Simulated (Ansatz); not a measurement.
# ClFH₄OSi₂: how energies converge with the basis set

The task here is to estimate one member of a computed series from the others.

Program: Ansatz 0.2.0, Gaussian basis. Level of theory: one geometry, several basis sets. These are calculated values, not measurements.

Plan: PBE0-D4/def2-SVP; ωB97M-V/def2-SVP; PBE0-D4/def2-QZVPP; ωB97M-V/def2-QZVPP; the functionals' def2-TZVPP values are taken from earlier runs.

### Structure used throughout

All runs share one geometry, relaxed beforehand with PBE0-D4 in a triple-zeta def2 set.

SMILES `O[SiH](F)[SiH2]Cl`, 9 atoms, charge 0, spin multiplicity 1.

Atoms are counted from 1 here; the program's logs count them from 0.

Bond lengths: O1–Si2 1.631 Å, O1–H6 0.961 Å, Si2–F3 1.599 Å, Si2–Si4 2.352 Å, Si2–H7 1.479 Å, Si4–Cl5 2.075 Å, Si4–H8 1.483 Å, Si4–H9 1.485 Å. Angles: Si2–O1–H6 117.4°, O1–Si2–F3 111.2°, O1–Si2–Si4 108.3°, O1–Si2–H7 106.7°, F3–Si2–Si4 107.1°, F3–Si2–H7 107.2°, Si4–Si2–H7 116.4°, Si2–Si4–Cl5 104.1°, Si2–Si4–H8 114.7°, Si2–Si4–H9 112.7°, Cl5–Si4–H8 108.0°, Cl5–Si4–H9 107.5°, H8–Si4–H9 109.4°.

Set-up of the first run:

Contents of in.yaml:

```yaml
crystal:
  periodic: [false, false, false]
  atoms:
    - {symbol: O, position_ang: [1.042954, 1.651026, -0.367652]}
    - {symbol: Si, position_ang: [1.004183, 0.025064, -0.491708]}
    - {symbol: F, position_ang: [0.857198, -0.434855, -2.016446]}
    - {symbol: Si, position_ang: [-0.895419, -0.758271, 0.651854]}
    - {symbol: Cl, position_ang: [-2.303836, 0.741310, 0.380931]}
    - {symbol: H, position_ang: [0.203454, 2.117098, -0.396523]}
    - {symbol: H, position_ang: [2.311627, -0.468925, -0.009025]}
    - {symbol: H, position_ang: [-1.463436, -2.020585, 0.119158]}
    - {symbol: H, position_ang: [-0.668026, -0.898062, 2.112310]}
basis:
  gaussian: {orbitals: def2-SVP}
hamiltonian: {xc: pbe0, dispersion: d4}
output: {orbitals: {seedname: orbitals}}
```

Steps of the session up to this table: PBE0-D4 in def2-SVP; ωB97M-V in def2-SVP; PBE0-D4 in def2-QZVPP; ωB97M-V in def2-QZVPP.

One of the session's tables, all rows but one given; the rest of the session is left out.

It belongs to the step «Functionals by basis». 

| functional | basis | HOMO (eV) |
| --- | --- | --- |
| PBE0-D4 | def2-SVP | -8.13 |
| PBE0-D4 | def2-TZVPP | ? |
| PBE0-D4 | def2-QZVPP | -8.24 |
| ωB97M-V | def2-SVP | -10.14 |
| ωB97M-V | def2-TZVPP | -10.27 |
| ωB97M-V | def2-QZVPP | -10.31 |

Estimate the missing values for PBE0-D4, def2-TZVPP.

The run gave: HOMO (eV): -8.22. In the column «HOMO (eV)» it lies between PBE0-D4, def2-QZVPP (-8.24) and PBE0-D4, def2-SVP (-8.13).
